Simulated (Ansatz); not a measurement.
# BClH4O2: the cost of one run

Method: RKS BLYP-D4/cc-pVDZ, in Ansatz 0.2.0.

## Step 1: The system as given

Bond lengths: B1–Cl2 2.210 Å, B1–H3 1.190 Å, B1–O4 1.410 Å, O4–H5 1.010 Å, B1–O6 1.710 Å, O6–H7 1.010 Å, Cl2–H8 1.346 Å, O6–H8 1.148 Å. Angles: B1–Cl2–H8 63.4°, Cl2–B1–H3 120.0°, Cl2–B1–O4 120.0°, Cl2–B1–O6 71.6°, H3–B1–O4 120.0°, H3–B1–O6 105.4°, O4–B1–O6 92.8°, B1–O4–H5 109.5°, B1–O6–H7 109.5°, B1–O6–H8 87.0°, H7–O6–H8 110.6°, Cl2–H8–O6 138.0°.

Structure file:

```xyz
8

B     0.0000    0.0000    0.0000
Cl    0.0000    0.0000    2.2100
H     1.0305    0.0000   -0.5950
O    -1.2211    0.0000   -0.7050
H    -1.7308   -0.8467   -0.4965
O    -0.2139    1.6086    0.5392
H    -1.1525    1.9139    0.3252
H    -0.1586    1.1932    1.6085
```

## Step 2: Pulling towards end A

Springs on the bonds that form and break draw the guess towards this end; the thresholds are loose.

input.yaml reads:

```yaml
crystal:
  periodic: [false, false, false]
  atoms:
    - { symbol: B, position_ang: [0.0, 0.0, 0.0] }
    - { symbol: Cl, position_ang: [0.0, 0.0, 2.21] }
    - { symbol: H, position_ang: [1.0305, 0.0, -0.595] }
    - { symbol: O, position_ang: [-1.2211, 0.0, -0.705] }
    - { symbol: H, position_ang: [-1.7308, -0.8467, -0.4965] }
    - { symbol: O, position_ang: [-0.2139, 1.6086, 0.5392] }
    - { symbol: H, position_ang: [-1.1525, 1.9139, 0.3252] }
    - { symbol: H, position_ang: [-0.1586, 1.1932, 1.6085] }
basis:
  gaussian: { orbitals: cc-pVDZ }
hamiltonian:
  xc: blyp
  dispersion: d4
relax:
  f_tol: 0.15
  max_steps: 25
  restrain:
    - { distance: [0, 5], at: 2.61, k: 30.0 }
    - { distance: [7, 1], at: 2.57, k: 30.0 }
    - { distance: [0, 1], at: 1.86, k: 30.0 }
    - { distance: [7, 5], at: 1.01, k: 30.0 }
```

The run is started by

```sh
> ansatz run input.yaml --threads 1 --pin off --max-ram 2048MiB --backend cpu --events-out ev --progress --plain --runs-dir out
```

What time and memory should one allow on 1 thread of Arm Neoverse V2, shared host?

About 23 s, with a peak of 0.12 GiB.
